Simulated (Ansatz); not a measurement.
Task: a single point in a Gaussian basis of AlClFH₃OSSi, SMILES O[SiH](Cl)[S][AlH][F], with Ansatz's Python interface. Give the script and its output. Use: B3LYP, cc-pVDZ basis, multiplicity 1.

Input file `alclfh3ossi.xyz`:
```text
9

O     1.78240    0.32490    0.38820
Si    0.71830   -0.98880    0.08170
Cl    1.85530   -2.58830   -0.60330
S    -0.66490   -0.48480   -1.41890
Al   -1.74040    1.04300   -0.11030
F    -1.16250    2.77060   -0.10490
H     2.13140    0.60550   -0.50770
H     0.08490   -1.35750    1.32320
H    -2.91590    0.62910    0.93490
```

`energy_alclfh3ossi.py`:
```python
# -*- coding: utf-8 -*-
from dataclasses import dataclass
from pathlib import Path
import warnings

import ansatz as az


@dataclass
class Settings:
    basis_set: str = "cc-pVDZ"
    xc: str = "b3lyp"


settings = Settings()

warnings.simplefilter("ignore", az.DeckWarning)

alclfh3ossi = az.Crystal.molecule_from_extxyz("alclfh3ossi.xyz")

calc = alclfh3ossi.calculation()
calc = calc.basis(gaussian=settings.basis_set)
calc = calc.functional(settings.xc)
calc = calc.orbitals()
res = calc.run(runs_dir="runs")
rep = res.report

print("reference energy %16.6f eV" % rep["reference_energy_ev"])
print("total energy     %16.6f eV" % rep["free_energy_ev"])
print("occupied (up, down):", rep["n_occupied"], " virtual:", rep["n_virtual"], " frozen:", rep["n_frozen"])

lines = Path(rep["orbitals_path"]).read_text().splitlines()
field_of = lambda key: [line.split("=")[1].strip() for line in lines if line.startswith(key)]
orbitals = [(27.211386 * float(e), s, float(n)) for e, s, n in zip(field_of("Ene="), field_of("Spin="), field_of("Occup="))]
homo = max(e for e, _, n in orbitals if n > 0.5)
lumo = min(e for e, _, n in orbitals if n < 0.5)
for e, spin, n in sorted(orbitals):
    if homo - 6 < e < lumo + 5:
        print(f"{spin:6s} {e:10.3f} eV  occupation {n:.0f}")
```

Output of `python energy_alclfh3ossi.py`:
```text
reference energy    -42653.098669 eV
total energy        -42653.098669 eV
occupied (up, down): [40, 40]  virtual: [75, 75]  frozen: 0
Alpha     -13.150 eV  occupation 2
Alpha     -12.380 eV  occupation 2
Alpha     -11.508 eV  occupation 2
Alpha     -11.126 eV  occupation 2
Alpha     -10.681 eV  occupation 2
Alpha     -10.568 eV  occupation 2
Alpha     -10.409 eV  occupation 2
Alpha     -10.028 eV  occupation 2
Alpha      -9.390 eV  occupation 2
Alpha      -9.121 eV  occupation 2
Alpha      -8.898 eV  occupation 2
Alpha      -8.696 eV  occupation 2
Alpha      -7.830 eV  occupation 2
Alpha      -2.343 eV  occupation 0
Alpha      -1.346 eV  occupation 0
Alpha       0.362 eV  occupation 0
Alpha       0.512 eV  occupation 0
Alpha       0.637 eV  occupation 0
Alpha       0.971 eV  occupation 0
Alpha       1.974 eV  occupation 0
Alpha       2.253 eV  occupation 0
```

What to keep in mind:
- These settings explore the input space; basis and method may be short of convergence.
- The geometry is a force-field or estimated start, not a minimum of this method, and the basis set is short of its limit.
- Alpha marks a spatial orbital of a restricted run, filled by both spins.
- b3lyp holds the VWN-RPA fit, as in Gaussian; the form of ORCA and Turbomole is b3lyp5.
- Levels such as HOMO and LUMO are orbital energies: with these approximate functionals they aren't the ionisation energy and electron affinity, and their gap isn't the fundamental gap.
- Hardware and time: 6.7 s on 1 thread of Arm Neoverse V2, on a shared host, peak memory 0.34 GiB.

(A comment or docstring line of the script was reworded after the run, the code is as it ran; lines on the test bed's own set-up are left out of the output.)
